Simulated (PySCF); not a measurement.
**[La(CH3)2]+: structure and properties**

What shape and bonds does [La(CH3)2]+ have? It is relaxed from a template within its point group. The structure is generated, not taken from experiment.

The runs use PySCF 2.14.0; PBE0, La def2-SVP with ECP46, C def2-SVP, H def2-SVP; scalar-relativistic core potentials, no spin–orbit coupling.

1 further run of the same task is left out (for a known fault of the program).

### Step 1. The system as given

9 atoms, charge 1, spin multiplicity 1.

Bond lengths: La1–C2 2.546 Å, La1–C6 2.546 Å, C2–H3 1.090 Å, C2–H4 1.090 Å, C2–H5 1.090 Å, C6–H7 1.090 Å, C6–H8 1.090 Å, C6–H9 1.090 Å. Angles: C2–La1–C6 131.8°, La1–C2–H3 109.5°, La1–C2–H4 109.5°, La1–C2–H5 109.5°, H3–C2–H4 109.5°, H3–C2–H5 109.5°, H4–C2–H5 109.5°, La1–C6–H7 109.5°, La1–C6–H8 109.5°, La1–C6–H9 109.5°, H7–C6–H8 109.5°, H7–C6–H9 109.5°, H8–C6–H9 109.5°.

Geometry (Å):

```xyz
9

La    0.00000    0.00000    0.00000
C     2.32390    0.00000    1.04000
H     3.07530    0.00000    0.25040
H     2.44560    0.89000    1.65740
H     2.44560   -0.89000    1.65740
C    -2.32390    0.00000    1.04000
H    -3.07530    0.00000    0.25040
H    -2.44560   -0.89000    1.65740
H    -2.44560    0.89000    1.65740
```

Formal oxidation states: La +3.

### Step 2. SCF at the start, singlet

The input, run.py (the lines that set the calculation):

```python
mol = gto.M(atom='''
La     0.00000     0.00000     0.00000
C      2.32390     0.00000     1.04000
H      3.07530     0.00000     0.25040
H      2.44560     0.89000     1.65740
H      2.44560    -0.89000     1.65740
C     -2.32390     0.00000     1.04000
H     -3.07530     0.00000     0.25040
H     -2.44560    -0.89000     1.65740
H     -2.44560     0.89000     1.65740''',
    basis={'La': 'def2-SVP', 'C': 'def2-SVP', 'H': 'def2-SVP'},
    ecp={'La': 'def2-SVP'},
    charge=1, spin=0)
mf = dft.RKS(mol, xc='PBE0')
mf.grids.atom_grid = (50, 194)  # f atoms: unpruned, at least (60, 302)
mf = mf.density_fit()  # fitting sets: La def2-universal-JKFIT, C def2-universal-JKFIT, H def2-universal-JKFIT
mf.conv_tol = 1e-08; mf.max_cycle = 55
mf.kernel(dm0)  # dm0: free metal ions and neutral atoms
```

Started as:

```sh
OMP_NUM_THREADS=2 python run.py
```

What it wrote:

```text
init E= -110.545419847169
  HOMO = -0.46842364816581  LUMO = -0.277371496493959  gap/eV = 5.19879
cycle= 1 E= -110.779987166276  delta_E= -0.235  |g|= 0.758  |ddm|= 2.71
  HOMO = -0.311518153764888  LUMO = -0.291817478801673  gap/eV = 0.53608
cycle= 2 E= -110.349532843223  delta_E= 0.43  |g|= 1.31  |ddm|= 2.42
  HOMO = -0.368493457289107  LUMO = -0.236835857402292  gap/eV = 3.58259
cycle= 3 E= -110.955109530544  delta_E= -0.606  |g|= 0.105  |ddm|= 1.77
  HOMO = -0.386282611047683  LUMO = -0.261225554844651  gap/eV = 3.40298
cycle= 4 E= -110.959731445143  delta_E= -0.00462  |g|= 0.028  |ddm|= 0.302
  HOMO = -0.382195248965875  LUMO = -0.254095131450371  gap/eV = 3.48578
cycle= 5 E= -110.960069063034  delta_E= -0.000338  |g|= 0.00275  |ddm|= 0.0566
  HOMO = -0.382480772581022  LUMO = -0.254014243967881  gap/eV = 3.49575
cycle= 6 E= -110.960074311797  delta_E= -5.25e-06  |g|= 0.000784  |ddm|= 0.00824
  HOMO = -0.382524858219297  LUMO = -0.254039109474642  gap/eV = 3.49628
cycle= 7 E= -110.960074896383  delta_E= -5.85e-07  |g|= 0.000224  |ddm|= 0.00303
  HOMO = -0.382548239572072  LUMO = -0.254075180243672  gap/eV = 3.49593
cycle= 8 E= -110.960074976169  delta_E= -7.98e-08  |g|= 6.97e-05  |ddm|= 0.00144
  HOMO = -0.382545495175192  LUMO = -0.254076095284282  gap/eV = 3.49583
cycle= 9 E= -110.960074981904  delta_E= -5.73e-09  |g|= 1.4e-05  |ddm|= 0.000401
  HOMO = -0.382545100125556  LUMO = -0.254077735105986  gap/eV = 3.49578
Extra cycle  E= -110.960074981938  delta_E= -3.47e-11  |g|= 1.37e-05  |ddm|= 4.3e-05
converged SCF energy = -110.960074981938
```

Run time: 2.8 s. Hardware: 2 threads of Intel Xeon Platinum 8375C at 2.90GHz (Ice Lake), shared host; peak memory 0.57 GiB.

Result: E = -110.960075 Eh, HOMO -10.41 eV, LUMO -6.91 eV, Mulliken charge on La1 +1.41 e. 

### Step 3. Relaxation, singlet

Steps are kept in the start's point group, C2v.

The input, run.py (the lines that set the calculation):

```python
mol = gto.M(atom='''
La     0.00000     0.00000    -0.19027
C      2.32390     0.00000     0.84973
H      3.07530     0.00000     0.06013
H      2.44560     0.89000     1.46713
H      2.44560    -0.89000     1.46713
C     -2.32390     0.00000     0.84973
H     -3.07530     0.00000     0.06013
H     -2.44560    -0.89000     1.46713
H     -2.44560     0.89000     1.46713''',
    basis={'La': 'def2-SVP', 'C': 'def2-SVP', 'H': 'def2-SVP'},
    ecp={'La': 'def2-SVP'},
    charge=1, spin=0)
mf = dft.RKS(mol, xc='PBE0')
mf.grids.atom_grid = (50, 194)  # f atoms: unpruned, at least (60, 302)
mf = mf.density_fit()  # fitting sets: La def2-universal-JKFIT, C def2-universal-JKFIT, H def2-universal-JKFIT
mf.conv_tol = 1e-08; mf.max_cycle = 55
mf.kernel(dm0)  # dm0: an SCF of this state at this start
# quasi-Newton relaxation in Cartesian coordinates to a largest gradient under 0.00045 Eh/bohr, steps kept in the point group
```

Started as:

```sh
OMP_NUM_THREADS=2 python run.py
```

The driver keeps no SCF log for this step, only its results.

It took 50 s on 2 threads of Intel Xeon Platinum 8375C at 2.90GHz (Ice Lake), shared host.

Step by step:

| step | energy from step 1 (eV) | largest force component (eV/Å) |
| --- | --- | --- |
| 1 | 0.0000 | 1.9800 |
| 2 | -0.1909 | 0.9774 |
| 3 | -0.3428 | 0.3769 |
| 4 | -0.3959 | 0.4056 |
| 5 | -0.4569 | 0.1233 |
| 6 | -0.4827 | 0.0927 |
| 7 | -0.4966 | 0.1000 |
| 8 | -0.5078 | 0.1547 |
| 9 | -0.5179 | 0.2014 |
| 10 | -0.5276 | 0.2402 |
| 11 | -0.5359 | 0.1418 |
| 12 | -0.5376 | 0.0445 |
| 13 | -0.5379 | 0.0090 |
| 14 | -0.5379 | 0.0152 |

Close pairs (by a distance rule), those that changed most:

| bond | before (Å) | after (Å) | change (Å) |
| --- | --- | --- | --- |
| La1–C2 | 2.546 | 2.389 | -0.157 |
| La1–C6 | 2.546 | 2.389 | -0.157 |
| La1–H4 | 3.085 | 2.964 | -0.122 |
| La1–H5 | 3.085 | 2.964 | -0.122 |
| La1–H8 | 3.085 | 2.964 | -0.122 |
| La1–H9 | 3.085 | 2.964 | -0.122 |
| La1–H3 | 3.085 | 3.010 | -0.075 |
| La1–H7 | 3.085 | 3.010 | -0.075 |

It ends in C2v at E = -110.979844 Eh.

```xyz
9

La    0.0000    0.0000   -0.7366
C     1.8134    0.0000    0.8185
H     2.8111    0.0000    0.3396
H     1.7568    0.8868    1.4796
H     1.7568   -0.8868    1.4796
C    -1.8134    0.0000    0.8185
H    -2.8111    0.0000    0.3396
H    -1.7568   -0.8868    1.4796
H    -1.7568    0.8868    1.4796
```

### Step 4. The relaxed geometry turned into its symmetry frame

The input, run.py (the lines that set the calculation):

```python
mol = gto.M(atom='''
La     0.00000     0.00000    -0.28661
C      1.81341     0.00000     1.26842
H      2.81109     0.00000     0.78959
H      1.75681     0.88683     1.92958
H      1.75681    -0.88683     1.92958
C     -1.81341     0.00000     1.26842
H     -2.81109     0.00000     0.78959
H     -1.75681    -0.88683     1.92958
H     -1.75681     0.88683     1.92958''',
    basis={'La': 'def2-SVP', 'C': 'def2-SVP', 'H': 'def2-SVP'},
    ecp={'La': 'def2-SVP'},
    charge=1, spin=0)
mf = dft.RKS(mol, xc='PBE0')
mf.grids.atom_grid = (50, 194)  # f atoms: unpruned, at least (60, 302)
mf = mf.density_fit()  # fitting sets: La def2-universal-JKFIT, C def2-universal-JKFIT, H def2-universal-JKFIT
mf.conv_tol = 1e-08; mf.max_cycle = 55
mf.kernel(dm0)  # dm0: free metal ions and neutral atoms
```

Started as:

```sh
OMP_NUM_THREADS=2 python run.py
```

What it wrote:

```text
init E= -110.569950066532
  HOMO = -0.496960963958932  LUMO = -0.277527624774378  gap/eV = 5.97109
cycle= 1 E= -110.800721932366  delta_E= -0.231  |g|= 0.776  |ddm|= 2.78
  HOMO = -0.312367396618191  LUMO = -0.264340434631158  gap/eV = 1.30688
cycle= 2 E= -110.375100338717  delta_E= 0.426  |g|= 1.34  |ddm|= 2.55
  HOMO = -0.39814151315783  LUMO = -0.23098349013287  gap/eV = 4.54860
cycle= 3 E= -110.97545480138  delta_E= -0.6  |g|=  0.1  |ddm|= 1.86
  HOMO = -0.40747153502384  LUMO = -0.249428344592129  gap/eV = 4.30057
cycle= 4 E= -110.979530264247  delta_E= -0.00408  |g|= 0.0279  |ddm|= 0.289
  HOMO = -0.404210410798536  LUMO = -0.243229198896376  gap/eV = 4.38052
cycle= 5 E= -110.979840045262  delta_E= -0.00031  |g|= 0.00322  |ddm|= 0.0592
  HOMO = -0.404735786042171  LUMO = -0.243484906961305  gap/eV = 4.38786
cycle= 6 E= -110.979843212125  delta_E= -3.17e-06  |g|= 0.00092  |ddm|= 0.00672
  HOMO = -0.404728241364063  LUMO = -0.243439536150984  gap/eV = 4.38889
cycle= 7 E= -110.979843503967  delta_E= -2.92e-07  |g|= 0.00018  |ddm|= 0.00136
  HOMO = -0.404735192829239  LUMO = -0.243455100716346  gap/eV = 4.38865
cycle= 8 E= -110.979843516754  delta_E= -1.28e-08  |g|= 2.89e-05  |ddm|= 0.000376
  HOMO = -0.404732586177481  LUMO = -0.243456739549806  gap/eV = 4.38854
cycle= 9 E= -110.979843518002  delta_E= -1.25e-09  |g|= 7.1e-06  |ddm|= 0.000171
  HOMO = -0.404732870987955  LUMO = -0.243457855337972  gap/eV = 4.38852
Extra cycle  E= -110.979843518053  delta_E= -5.04e-11  |g|= 3.33e-06  |ddm|= 3.65e-05
converged SCF energy = -110.979843518053
```

Wall time 1.5 s (2 threads of Intel Xeon Platinum 8375C at 2.90GHz (Ice Lake), shared host).

Read off: E = -110.979844 Eh, HOMO -11.01 eV, LUMO -6.62 eV, Mulliken charge on La1 +1.30 e. 

### Step 5. Frequencies and infrared intensities

run.py (the lines that set the calculation): that of step 4 with these lines changed.

```diff
@@ -16,3 +16,4 @@
 mf = mf.density_fit()  # fitting sets: La def2-universal-JKFIT, C def2-universal-JKFIT, H def2-universal-JKFIT
-mf.conv_tol = 1e-08; mf.max_cycle = 55
-mf.kernel(dm0)  # dm0: free metal ions and neutral atoms
+mf.conv_tol = 1e-10; mf.max_cycle = 55
+mf.kernel(dm0)  # dm0: the density of the relaxed state
+# Hessian and dipole derivatives by central differences of gradients, 0.02 bohr
```

Started as:

```sh
OMP_NUM_THREADS=2 python run.py
```

No log is kept here; the results follow.

Run time: 63 s. Hardware: 2 threads of Intel Xeon Platinum 8375C at 2.90GHz (Ice Lake), shared host.

Point group C2v; negative numbers are unstable modes, and those under 60 cm⁻¹ are near the numerical noise:

| cm⁻¹ | km/mol | symmetry |
| --- | --- | --- |
| -53 | 0.0 | a2 |
| 1 | 1.2 | b2 |
| 96 | 0.6 | a1 |
| 295 | 0.0 | a2 |
| 310 | 24.3 | b2 |
| 374 | 3.0 | b1 |
| 391 | 2.3 | a1 |
| 450 | 124.4 | b1 |
| 472 | 40.5 | a1 |
| 1148 | 2.7 | b1 |
| 1150 | 5.9 | a1 |
| 1373 | 0.0 | a2 |
| 1375 | 8.0 | b1 |
| 1379 | 37.8 | b2 |
| 1384 | 20.6 | a1 |
| 2999 | 6.3 | b1 |
| 3000 | 2.4 | a1 |
| 3102 | 0.0 | a2 |
| 3104 | 1.9 | b2 |
| 3114 | 0.5 | a1 |
| 3114 | 0.1 | b1 |

### Step 6. Displaced along the imaginary mode

Steps are kept in the start's point group, C2.

The input, run.py (the lines that set the calculation):

```python
mol = gto.M(atom='''
La     0.00000     0.00000    -0.28661
C      1.81341    -0.01647     1.26842
H      2.81109     0.21623     0.78959
H      1.61993     0.74597     2.08425
H      1.89369    -1.02769     1.77491
C     -1.81341     0.01647     1.26842
H     -2.81109    -0.21623     0.78959
H     -1.61993    -0.74597     2.08425
H     -1.89369     1.02769     1.77491''',
    basis={'La': 'def2-SVP', 'C': 'def2-SVP', 'H': 'def2-SVP'},
    ecp={'La': 'def2-SVP'},
    charge=1, spin=0)
mf = dft.RKS(mol, xc='PBE0')
mf.grids.atom_grid = (50, 194)  # f atoms: unpruned, at least (60, 302)
mf = mf.density_fit()  # fitting sets: La def2-universal-JKFIT, C def2-universal-JKFIT, H def2-universal-JKFIT
mf.conv_tol = 1e-08; mf.max_cycle = 55
mf.kernel(dm0)  # dm0: an SCF of this state at this start
# quasi-Newton relaxation in Cartesian coordinates to a largest gradient under 0.00045 Eh/bohr, steps kept in the point group
```

Started as:

```sh
OMP_NUM_THREADS=2 python run.py
```

No log is kept here; the results follow.

Wall time 95 s (2 threads of Intel Xeon Platinum 8375C at 2.90GHz (Ice Lake), shared host).

The steps of the relaxation:

| step | energy from step 1 (eV) | largest force component (eV/Å) |
| --- | --- | --- |
| 1 | 0.0000 | 0.7281 |
| 2 | -0.0635 | 0.0633 |
| 3 | -0.0637 | 0.0481 |
| 4 | -0.0640 | 0.0157 |
| 5 | -0.0642 | 0.0209 |
| 6 | -0.0644 | 0.0429 |
| 7 | -0.0648 | 0.0801 |
| 8 | -0.0653 | 0.0652 |
| 9 | -0.0659 | 0.1198 |
| 10 | -0.0668 | 0.0494 |
| 11 | -0.0675 | 0.0413 |
| 12 | -0.0676 | 0.1046 |
| 13 | -0.0681 | 0.0437 |
| 14 | -0.0684 | 0.0280 |
| 15 | -0.0694 | 0.1016 |
| 16 | -0.0699 | 0.0084 |
| 17 | -0.0705 | 0.0179 |
| 18 | -0.0707 | 0.0345 |
| 19 | -0.0710 | 0.0463 |
| 20 | -0.0713 | 0.0301 |
| 21 | -0.0716 | 0.0295 |
| 22 | -0.0721 | 0.0254 |
| 23 | -0.0723 | 0.0615 |
| 24 | -0.0727 | 0.0416 |
| 25 | -0.0728 | 0.0232 |
| 26 | -0.0729 | 0.0207 |

Distances of close pairs at the start and the end, largest changes first:

| bond | before (Å) | after (Å) | change (Å) |
| --- | --- | --- | --- |
| La1–H3 | 3.018 | 2.971 | -0.047 |
| La1–H7 | 3.018 | 2.971 | -0.047 |
| C2–H4 | 1.133 | 1.106 | -0.027 |
| C6–H8 | 1.133 | 1.106 | -0.027 |
| C2–H5 | 1.134 | 1.108 | -0.025 |
| C6–H9 | 1.134 | 1.108 | -0.025 |
| C2–H3 | 1.131 | 1.108 | -0.023 |
| C6–H7 | 1.131 | 1.108 | -0.023 |

It ends in C2 at E = -110.980272 Eh.

| atom | x (Å) | y (Å) | z (Å) |
| --- | --- | --- | --- |
| La1 | 0.0000 | 0.0000 | -0.1996 |
| C2 | 1.8658 | -0.1288 | 1.2835 |
| H3 | 2.6808 | 0.5481 | 0.9580 |
| H4 | 1.5980 | 0.1419 | 2.3222 |
| H5 | 2.2876 | -1.1535 | 1.3101 |
| C6 | -1.8658 | 0.1288 | 1.2835 |
| H7 | -2.6808 | -0.5481 | 0.9580 |
| H8 | -1.5980 | -0.1419 | 2.3222 |
| H9 | -2.2876 | 1.1535 | 1.3101 |

### Step 7. The relaxed geometry turned into its symmetry frame

The input, run.py (the lines that set the calculation):

```python
mol = gto.M(atom='''
La     0.00000     0.00000    -0.27258
C      1.86577    -0.12876     1.21048
H      2.68080     0.54812     0.88500
H      1.59798     0.14192     2.24917
H      2.28759    -1.15350     1.23710
C     -1.86577     0.12876     1.21048
H     -2.68080    -0.54812     0.88500
H     -1.59798    -0.14192     2.24917
H     -2.28759     1.15350     1.23710''',
    basis={'La': 'def2-SVP', 'C': 'def2-SVP', 'H': 'def2-SVP'},
    ecp={'La': 'def2-SVP'},
    charge=1, spin=0)
mf = dft.RKS(mol, xc='PBE0')
mf.grids.atom_grid = (50, 194)  # f atoms: unpruned, at least (60, 302)
mf = mf.density_fit()  # fitting sets: La def2-universal-JKFIT, C def2-universal-JKFIT, H def2-universal-JKFIT
mf.conv_tol = 1e-08; mf.max_cycle = 55
mf.kernel(dm0)  # dm0: free metal ions and neutral atoms
```

Started as:

```sh
OMP_NUM_THREADS=2 python run.py
```

What it wrote:

```text
init E= -110.569675888053
  HOMO = -0.498499883900158  LUMO = -0.278512450244852  gap/eV = 5.98616
cycle= 1 E= -110.80330512286  delta_E= -0.234  |g|= 0.772  |ddm|= 2.78
  HOMO = -0.313032384295335  LUMO = -0.263576892452653  gap/eV = 1.34575
cycle= 2 E= -110.407852519961  delta_E= 0.395  |g|= 1.31  |ddm|= 2.46
  HOMO = -0.39960566841954  LUMO = -0.231177980727969  gap/eV = 4.58315
cycle= 3 E= -110.976122687169  delta_E= -0.568  |g|= 0.0976  |ddm|= 1.78
  HOMO = -0.408758421642458  LUMO = -0.249185398204236  gap/eV = 4.34220
cycle= 4 E= -110.979988322656  delta_E= -0.00387  |g|= 0.0266  |ddm|= 0.278
  HOMO = -0.405494246246567  LUMO = -0.243286804577211  gap/eV = 4.41389
cycle= 5 E= -110.980268916991  delta_E= -0.000281  |g|= 0.00299  |ddm|= 0.0565
  HOMO = -0.405985578570631  LUMO = -0.243526726058834  gap/eV = 4.42073
cycle= 6 E= -110.980271750082  delta_E= -2.83e-06  |g|= 0.000846  |ddm|= 0.00651
  HOMO = -0.405976328399101  LUMO = -0.243490737099714  gap/eV = 4.42146
cycle= 7 E= -110.980272009821  delta_E= -2.6e-07  |g|= 0.000175  |ddm|= 0.00134
  HOMO = -0.405982062659527  LUMO = -0.24350616455304  gap/eV = 4.42119
cycle= 8 E= -110.980272023806  delta_E= -1.4e-08  |g|= 3.33e-05  |ddm|= 0.00042
  HOMO = -0.405979336353841  LUMO = -0.243508426421945  gap/eV = 4.42106
cycle= 9 E= -110.980272025435  delta_E= -1.63e-09  |g|= 6.56e-06  |ddm|= 0.000207
  HOMO = -0.40597956780776  LUMO = -0.243509490163412  gap/eV = 4.42104
Extra cycle  E= -110.980272025486  delta_E= -5.04e-11  |g|= 3.68e-06  |ddm|= 3.84e-05
converged SCF energy = -110.980272025486
```

It took 1.5 s on 2 threads of Intel Xeon Platinum 8375C at 2.90GHz (Ice Lake), shared host.

It gives: E = -110.980272 Eh, HOMO -11.05 eV, LUMO -6.63 eV, Mulliken charge on La1 +1.30 e. 

### Step 8. Harmonic vibrations

run.py (the lines that set the calculation): that of step 7 with these lines changed.

```diff
@@ -16,3 +16,4 @@
 mf = mf.density_fit()  # fitting sets: La def2-universal-JKFIT, C def2-universal-JKFIT, H def2-universal-JKFIT
-mf.conv_tol = 1e-08; mf.max_cycle = 55
-mf.kernel(dm0)  # dm0: free metal ions and neutral atoms
+mf.conv_tol = 1e-10; mf.max_cycle = 55
+mf.kernel(dm0)  # dm0: the density of the relaxed state
+# Hessian and dipole derivatives by central differences of gradients, 0.02 bohr
```

Started as:

```sh
OMP_NUM_THREADS=2 python run.py
```

No log is kept here; the results follow.

Wall time 1.7 min (2 threads of Intel Xeon Platinum 8375C at 2.90GHz (Ice Lake), shared host).

Point group C2; negative numbers are unstable modes, and those under 60 cm⁻¹ are near the numerical noise:

| cm⁻¹ | km/mol | symmetry |
| --- | --- | --- |
| 57 | 0.1 | a |
| 60 | 0.1 | b |
| 113 | 0.7 | a |
| 288 | 0.0 | a |
| 304 | 22.6 | b |
| 358 | 9.3 | b |
| 425 | 0.1 | a |
| 448 | 118.1 | b |
| 476 | 42.6 | a |
| 1148 | 7.0 | b |
| 1150 | 2.0 | a |
| 1373 | 10.3 | b |
| 1375 | 21.4 | a |
| 1384 | 28.1 | b |
| 1385 | 0.6 | a |
| 2995 | 4.5 | b |
| 2996 | 3.5 | a |
| 3096 | 0.1 | a |
| 3096 | 4.5 | b |
| 3114 | 0.0 | b |
| 3117 | 0.1 | a |

### Step 9. Charges, bond orders and levels

The input, run.py (the lines that set the calculation):

```python
mol = gto.M(atom='''
La     0.00000     0.00000    -0.19960
C      1.86577    -0.12876     1.28346
H      2.68080     0.54812     0.95798
H      1.59798     0.14192     2.32215
H      2.28759    -1.15350     1.31008
C     -1.86577     0.12876     1.28346
H     -2.68080    -0.54812     0.95798
H     -1.59798    -0.14192     2.32215
H     -2.28759     1.15350     1.31008''',
    basis={'La': 'def2-SVP', 'C': 'def2-SVP', 'H': 'def2-SVP'},
    ecp={'La': 'def2-SVP'},
    charge=1, spin=0)
mf = dft.RKS(mol, xc='PBE0')
mf.grids.atom_grid = (75, 302)  # f atoms: unpruned, at least (60, 302)
mf = mf.density_fit()  # fitting sets: La def2-universal-JKFIT, C def2-universal-JKFIT, H def2-universal-JKFIT
mf.conv_tol = 1e-09; mf.max_cycle = 55
mf.kernel(dm0)  # dm0: the density of the relaxed state
```

Started as:

```sh
OMP_NUM_THREADS=2 python run.py
```

What it wrote:

```text
init E= -110.980271055447
  HOMO = -0.405982521736028  LUMO = -0.243509519696353  gap/eV = 4.42112
cycle= 1 E= -110.980271056402  delta_E= -9.55e-10  |g|= 6.52e-06  |ddm|= 0.000154
  HOMO = -0.405983041096391  LUMO = -0.243510559813256  gap/eV = 4.42110
Extra cycle  E= -110.980271056414  delta_E= -1.22e-11  |g|= 4.21e-06  |ddm|= 1.99e-05
converged SCF energy = -110.980271056414
```

Run time: 16 s. Hardware: 2 threads of Intel Xeon Platinum 8375C at 2.90GHz (Ice Lake), shared host.

Read off: E = -110.980271 Eh, HOMO -11.05 eV, LUMO -6.63 eV, Mulliken charge on La1 +1.30 e, largest force component 0.021 eV/Å. 

Löwdin charges:

| atom | value (e) |
| --- | --- |
| La1 | 1.16 |
| C2 | -0.30 |
| H3 | 0.07 |
| H4 | 0.08 |
| H5 | 0.07 |
| C6 | -0.30 |
| H7 | 0.07 |
| H8 | 0.08 |
| H9 | 0.07 |

Mulliken charges: La1 +1.30, C2 -0.50, H3 +0.11, H4 +0.13, H5 +0.11, C6 -0.50, H7 +0.11, H8 +0.13, H9 +0.11 e.

Contacts (the nearest donor of each ligand) and Mayer bond orders:

| contact | distance (Å) | bond order |
| --- | --- | --- |
| La1–C2 (CH3) | 2.387 | 1.05 |
| La1–C6 (CH3) | 2.387 | 1.05 |

Mulliken populations of La1 outside the core potential: s 2.23, p 6.05, d 1.34, f 0.08.

Orbitals, density, ELF and potential are computed afterwards from the orbital file.

Frontier orbitals at PBE0, with the share of their density that lies nearest to each atom:

| orbital | energy (eV) | lies on |
| --- | --- | --- |
| HOMO-1 | -11.32 | C2, C6 about 26 % each; La1 26 % |
| HOMO | -11.05 | C2, C6 about 27 % each; La1 20 % |
| LUMO | -6.63 | La1 80 % |

ELF in a plane through or near 5 of the atoms.

Values, 10 rows by 14 columns:
```
0.00 0.00 0.00 0.00 0.00 0.00 0.00 0.00 0.00 0.00 0.00 0.00 0.00 0.00
0.00 0.00 0.00 0.00 0.00 0.00 0.00 0.00 0.00 0.00 0.00 0.00 0.00 0.00
0.00 0.00 0.00 0.01 0.23 0.49 0.02 0.00 0.25 0.50 0.07 0.00 0.00 0.00
0.00 0.00 0.02 0.11 0.86 0.98 0.37 0.02 0.95 0.98 0.55 0.04 0.00 0.00
0.00 0.00 0.07 0.34 0.68 0.88 0.37 0.06 0.78 0.83 0.56 0.13 0.02 0.00
0.00 0.00 0.19 0.66 0.48 0.69 0.38 0.16 0.84 0.50 0.69 0.33 0.04 0.00
0.00 0.00 0.11 0.38 0.53 0.53 0.79 0.63 0.46 0.67 0.44 0.19 0.02 0.00
0.00 0.00 0.00 0.02 0.06 0.41 0.89 0.35 0.79 0.09 0.05 0.01 0.00 0.00
0.00 0.00 0.00 0.00 0.05 0.51 0.61 0.48 0.64 0.21 0.01 0.00 0.00 0.00
0.00 0.00 0.00 0.00 0.00 0.10 0.06 0.03 0.10 0.03 0.00 0.00 0.00 0.00
```
The map spans 10.5 Å across and 8.2 Å up, centred on the molecule. Atoms in the plane (x, y in Å): La1 (0.0, -1.5), C2 (-1.9, 0.0), H4 (-1.6, 1.0), C6 (1.9, 0.0), H8 (1.6, 1.0).

On the surface of density 0.002 e/bohr³ the electrostatic potential runs, from the 1st to the 99th percentile, from 2.80 to 10.28 V.

### Step 10. What came out

| quantity | value |
| --- | --- |
| state and point group | singlet, C2 |
| first geometry: modes | -53 to 3114 cm⁻¹, 1 unstable |
| first geometry: strongest infrared band (modes within 1.5 cm⁻¹ summed) | 450 cm⁻¹ (124 km/mol) |
| modes | 57 to 3117 cm⁻¹, none unstable |
| strongest infrared band (modes within 1.5 cm⁻¹ summed) | 448 cm⁻¹ (118 km/mol) |
| zero-point energy | 1.783 eV |
| ideal gas, 298 K, 1 bar | S = 352.9, Cp = 99.5 J/(mol K) |
| metal–ligand contacts | 2.39 Å |
| frontier levels | HOMO -11.05 eV, LUMO -6.63 eV |
| dipole about the centre of mass | 3.83 D |
| mean polarisability | 9.2 Å³ |

**Reading.** At the first geometry 1 mode is unstable, within the noise, so a saddle point isn't shown; the molecule was then pushed along the lowest one and relaxed again. All modes are real within the noise of the softest ones, so the structure is a minimum. The metal carries +1.16 e by Löwdin's partition against a formal +3, and bond orders to the nearest donors reach 1.05. Both measures hang on the basis. Leaving the first, C2v structure gained 0.01 eV and gave C2. One start shape was tried, so another isomer may lie lower. The bases are small and lack diffuse functions. Spin–orbit coupling is left out.
